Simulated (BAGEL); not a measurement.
**CH6AlFSi (SMILES C[SiH2][AlH][F]) at HF/STO-3G (density fitting with qzvpp-jkfit)**

Aim: the vertical ionisation energy of CH6AlFSi at HF/STO-3G (density fitting with qzvpp-jkfit), from 2 runs. 

The results are computed with BAGEL 1.2.2.

1 further run of the same task is left out (set aside as unsound or not needed).

## Step 1: The structure to begin with

CH6AlFSi: 10 atoms, total charge 0, spin state singlet. As SMILES, `C[SiH2][AlH][F]`. The shape is that of a PBE0-D4/def2-TZVP optimisation. This is one conformer, not always the lowest.

Bond lengths: C1–Si2 1.882 Å, Si2–Al3 2.453 Å, Al3–F4 1.655 Å, C1–H5 1.092 Å, C1–H6 1.092 Å, C1–H7 1.092 Å, Si2–H8 1.493 Å, Si2–H9 1.493 Å, Al3–H10 1.586 Å. Some angles: C1–Si2–Al3 113.1°, Si2–Al3–F4 117.3°, C1–Si2–H8 109.7°, C1–Si2–H9 109.6°, Al3–Si2–H8 109.0°, Al3–Si2–H9 108.9°, Si2–C1–H5 110.6°, Si2–C1–H6 111.0°, Si2–C1–H7 111.0°, Si2–Al3–H10 127.4°.

## Step 2: The energy at HF/STO-3G (density fitting with qzvpp-jkfit)

Contents of input.json:

```json
{ "bagel": [

{
  "title": "molecule",
  "basis": "sto-3g",
  "df_basis": "qzvpp-jkfit",
  "angstrom": true,
  "geometry": [
    { "atom": "C", "xyz": [    0.209300,    1.522100,   -0.549700 ] },
    { "atom": "Si", "xyz": [   -0.487300,    0.185700,    0.578100 ] },
    { "atom": "Al", "xyz": [    0.320500,   -2.061900,    0.018500 ] },
    { "atom": "F", "xyz": [   -0.271300,   -3.324400,    0.910100 ] },
    { "atom": "H", "xyz": [   -0.171000,    2.504900,   -0.262800 ] },
    { "atom": "H", "xyz": [   -0.069900,    1.340800,   -1.589900 ] },
    { "atom": "H", "xyz": [    1.299800,    1.551100,   -0.495300 ] },
    { "atom": "H", "xyz": [   -1.978700,    0.198000,    0.509600 ] },
    { "atom": "H", "xyz": [   -0.129200,    0.490400,    1.995500 ] },
    { "atom": "H", "xyz": [    1.361100,   -2.457900,   -1.111000 ] }
  ]
},
{
  "title": "hf"
},
{
  "title": "print",
  "file": "orbitals.molden",
  "orbitals": true
}

]}
```

Launch:

```sh
$ BAGEL_NUM_THREADS=1 BAGEL input.json > input.out
```

The program printed:

```text
* using 1 threads per process

  ===============================================================
  ===============================================================

  *** Geometry ***

  { "atom" : "C", "xyz" : [      0.395520,      2.876352,     -1.038782 ] },
  { "atom" : "Si", "xyz" : [     -0.920864,      0.350922,      1.092451 ] },
  { "atom" : "Al", "xyz" : [      0.605657,     -3.896426,      0.034960 ] },
  { "atom" : "F", "xyz" : [     -0.512683,     -6.282206,      1.719840 ] },
  { "atom" : "H", "xyz" : [     -0.323143,      4.733575,     -0.496620 ] },
  { "atom" : "H", "xyz" : [     -0.132092,      2.533745,     -3.004476 ] },
  { "atom" : "H", "xyz" : [      2.456266,      2.931154,     -0.935981 ] },
  { "atom" : "H", "xyz" : [     -3.739201,      0.374166,      0.963004 ] },
  { "atom" : "H", "xyz" : [     -0.244153,      0.926722,      3.770948 ] },
  { "atom" : "H", "xyz" : [      2.572106,     -4.644758,     -2.099486 ] },

  Number of auxiliary basis functions:      516

  Since a DF basis is specified, we compute 2- and 3-index integrals:
    o Being stored without compression. Storage requirement is 0.005 GB

  Number of basis functions:       34
  Number of electrons      :       48

    * METHOD: MOLECULE                             0.22

  *** RHF ***

  === Nuclear Repulsion ===
   191.9412460763

      * DIIS with orbital gradients will be used.

  === RHF iteration (sto-3g) ===
      0       -663.51316358          0.01277679           0.03
      1       -663.59859994          0.00313322           0.03
      2       -663.60342341          0.00082241           0.03
      3       -663.60394278          0.00013073           0.03
      4       -663.60395694          0.00004306           0.03
      5       -663.60395860          0.00000705           0.03
      6       -663.60395864          0.00000145           0.03
      7       -663.60395864          0.00000028           0.03
      8       -663.60395864          0.00000007           0.03
      9       -663.60395864          0.00000001           0.03
     10       -663.60395864          0.00000000           0.03
    * SCF iteration converged.

    * Permanent dipole moment:
           (   -0.201926,    -0.085761,     0.253703) a.u.

    * METHOD: HF                                   0.47

    * METHOD: PRINT                                0.00

  ===============================================================
```

Run time: 0.87 s. Hardware: 1 thread of Arm Neoverse V1, shared host.

## Step 3: The doublet cation at the same level

Contents of input.json:

```json
{ "bagel" : [

{
  "title" : "molecule",
  "basis" : "sto-3g",
  "df_basis" : "qzvpp-jkfit",
  "angstrom" : "true",
  "geometry" : [
    { "atom" : "C", "xyz" : [       0.209300,       1.522100,      -0.549700 ] },
    { "atom" : "Si", "xyz" : [      -0.487300,       0.185700,       0.578100 ] },
    { "atom" : "Al", "xyz" : [       0.320500,      -2.061900,       0.018500 ] },
    { "atom" : "F", "xyz" : [      -0.271300,      -3.324400,       0.910100 ] },
    { "atom" : "H", "xyz" : [      -0.171000,       2.504900,      -0.262800 ] },
    { "atom" : "H", "xyz" : [      -0.069900,       1.340800,      -1.589900 ] },
    { "atom" : "H", "xyz" : [       1.299800,       1.551100,      -0.495300 ] },
    { "atom" : "H", "xyz" : [      -1.978700,       0.198000,       0.509600 ] },
    { "atom" : "H", "xyz" : [      -0.129200,       0.490400,       1.995500 ] },
    { "atom" : "H", "xyz" : [       1.361100,      -2.457900,      -1.111000 ] }
  ]
},

{
  "title" : "uhf",
  "charge" : 1,
  "nopen" : 1
},

{
  "title" : "print",
  "file" : "orbitals.molden",
  "orbitals" : "true"
}

]}
```

Launch:

```sh
$ BAGEL_NUM_THREADS=1 BAGEL input.json > input.out
```

The program printed:

```text
* using 1 threads per process

  ===============================================================
  ===============================================================

  *** Geometry ***

  { "atom" : "C", "xyz" : [      0.395520,      2.876352,     -1.038782 ] },
  { "atom" : "Si", "xyz" : [     -0.920864,      0.350922,      1.092451 ] },
  { "atom" : "Al", "xyz" : [      0.605657,     -3.896426,      0.034960 ] },
  { "atom" : "F", "xyz" : [     -0.512683,     -6.282206,      1.719840 ] },
  { "atom" : "H", "xyz" : [     -0.323143,      4.733575,     -0.496620 ] },
  { "atom" : "H", "xyz" : [     -0.132092,      2.533745,     -3.004476 ] },
  { "atom" : "H", "xyz" : [      2.456266,      2.931154,     -0.935981 ] },
  { "atom" : "H", "xyz" : [     -3.739201,      0.374166,      0.963004 ] },
  { "atom" : "H", "xyz" : [     -0.244153,      0.926722,      3.770948 ] },
  { "atom" : "H", "xyz" : [      2.572106,     -4.644758,     -2.099486 ] },

  Number of auxiliary basis functions:      516

  Since a DF basis is specified, we compute 2- and 3-index integrals:
    o Being stored without compression. Storage requirement is 0.005 GB

  Number of basis functions:       34
  Number of electrons      :       48

    * METHOD: MOLECULE                             0.22

  *** Open-shell HF ***

  === Nuclear Repulsion ===
   191.9412460763

      * DIIS with orbital gradients will be used.

  === UHF iteration (sto-3g) ===
      0       -663.22697786          0.03131585           0.07
      1       -663.33850906          0.01566917           0.06
      2       -663.35890406          0.00596444           0.06
      3       -663.36264824          0.00092619           0.06
      4       -663.36310225          0.00034707           0.06
      5       -663.36319456          0.00017914           0.06
      6       -663.36323343          0.00009359           0.06
      7       -663.36324637          0.00007324           0.06
      8       -663.36325659          0.00005906           0.06
      9       -663.36326647          0.00004335           0.06
     10       -663.36327201          0.00001281           0.06
     11       -663.36327223          0.00000561           0.06
     12       -663.36327233          0.00000297           0.06
     13       -663.36327238          0.00000157           0.06
     14       -663.36327239          0.00000080           0.06
     15       -663.36327239          0.00000046           0.07
     16       -663.36327239          0.00000031           0.06
     17       -663.36327239          0.00000014           0.06
     18       -663.36327239          0.00000006           0.06
     19       -663.36327239          0.00000006           0.06
     20       -663.36327239          0.00000005           0.06
     21       -663.36327239          0.00000003           0.06
     22       -663.36327239          0.00000002           0.06
     23       -663.36327239          0.00000001           0.06
    * SCF iteration converged.

    * S^2 (UHF) is 0.7754

    * Permanent dipole moment:
           (   -0.310239,    -0.067212,     0.352219) a.u.

    * METHOD: UHF                                  1.65

    * METHOD: PRINT                                0.00

  ===============================================================
```

It took 2 s on 1 thread of Arm Neoverse V1, shared host.

## Step 4: What came out

Level: HF/STO-3G (density fitting with qzvpp-jkfit).

| quantity | value |
| --- | --- |
| singlet CH6AlFSi: total energy | -663.60396 Eh |
| singlet CH6AlFSi: dipole moment | 0.85 D |
| singlet CH6AlFSi: HOMO energy | -7.10 eV |
| singlet CH6AlFSi: LUMO energy | 8.69 eV |
| singlet CH6AlFSi: HOMO–LUMO gap | 15.79 eV |
| doublet cation: total energy | -663.36327 Eh |
| doublet cation: ⟨S²⟩ | 0.775 |
| vertical ionisation energy (to the doublet cation) | 6.549 eV |

Removing an electron at fixed nuclei costs 6.55 eV (151 kcal/mol). The negative HOMO energy of the first species, 7.10 eV, lies 0.55 eV above that difference. In a minimal basis such a difference can be off by several eV, whatever the method.
